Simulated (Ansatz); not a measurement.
**C₅H₄N₂: how energies converge with the basis set**

The task here is to estimate one member of a computed series from the others.

Method: one geometry, several basis sets; program: Ansatz 0.2.0, Gaussian basis.

Levels to be run: PBE0-D4/def2-SVP; ωB97M-V/def2-SVP; PBE0-D4/def2-QZVPP; ωB97M-V/def2-QZVPP; the functionals' def2-TZVPP values are taken from earlier runs.

## Structure used throughout

An earlier PBE0-D4 in a triple-zeta def2 set relaxation fixed the geometry.

SMILES `N#Cc1ccc[nH]1`, 11 atoms, charge 0, spin multiplicity 1.

Atoms are counted from 1 here; the program's logs count them from 0.

Bond lengths: N1–C2 1.154 Å, C2–C3 1.408 Å, C3–C4 1.380 Å, C3–N7 1.371 Å, C4–C5 1.407 Å, C4–H8 1.078 Å, C5–C6 1.376 Å, C5–H9 1.078 Å, C6–N7 1.354 Å, C6–H10 1.078 Å, N7–H11 1.005 Å. Angles: N1–C2–C3 179.5°, C2–C3–C4 130.5°, C2–C3–N7 121.8°, C4–C3–N7 107.7°, C3–C4–C5 107.1°, C3–C4–H8 125.2°, C5–C4–H8 127.7°, C4–C5–C6 107.4°, C4–C5–H9 126.8°, C6–C5–H9 125.8°, C5–C6–N7 108.2°, C5–C6–H10 130.6°, N7–C6–H10 121.1°, C3–N7–C6 109.5°, C3–N7–H11 124.5°, C6–N7–H11 126.0°.

Set-up of the first run:

in.yaml reads:

```yaml
crystal:
  periodic: [false, false, false]
  atoms:
    - {symbol: N, position_ang: [1.335108, -3.046194, 0.509580]}
    - {symbol: C, position_ang: [0.846780, -2.011566, 0.361196]}
    - {symbol: C, position_ang: [0.259977, -0.745396, 0.172262]}
    - {symbol: C, position_ang: [-0.894792, -0.204538, 0.700663]}
    - {symbol: C, position_ang: [-1.017258, 1.097249, 0.182372]}
    - {symbol: C, position_ang: [0.061172, 1.314876, -0.644386]}
    - {symbol: N, position_ang: [0.826335, 0.198256, -0.644575]}
    - {symbol: H, position_ang: [-1.560989, -0.708569, 1.382020]}
    - {symbol: H, position_ang: [-1.806054, 1.802669, 0.388177]}
    - {symbol: H, position_ang: [0.335662, 2.178783, -1.227874]}
    - {symbol: H, position_ang: [1.679359, 0.067529, -1.158834]}
basis:
  gaussian: {orbitals: def2-SVP}
hamiltonian: {xc: pbe0, dispersion: d4}
output: {orbitals: {seedname: orbitals}}
```

Started as:

```sh
$ ansatz run in.yaml --threads 4 --pin off --events-out ev --progress --plain --max-ram 10444MiB
```

Steps of the session up to this table: PBE0-D4 in def2-SVP; ωB97M-V in def2-SVP; PBE0-D4 in def2-QZVPP; ωB97M-V in def2-QZVPP.

One table of the session follows, with a row left open; its other results are not shown here.

It belongs to the step «Functionals by basis». 

| functional | basis | HOMO (eV) |
| --- | --- | --- |
| PBE0-D4 | def2-SVP | -6.84 |
| PBE0-D4 | def2-TZVPP | -6.91 |
| PBE0-D4 | def2-QZVPP | ? |
| ωB97M-V | def2-SVP | -8.85 |
| ωB97M-V | def2-TZVPP | -8.95 |
| ωB97M-V | def2-QZVPP | -8.97 |

Estimate the missing values for PBE0-D4, def2-QZVPP.

**Answer.** HOMO (eV): -6.94. In the column «HOMO (eV)» it lies between ωB97M-V, def2-SVP (-8.85) and PBE0-D4, def2-TZVPP (-6.91).
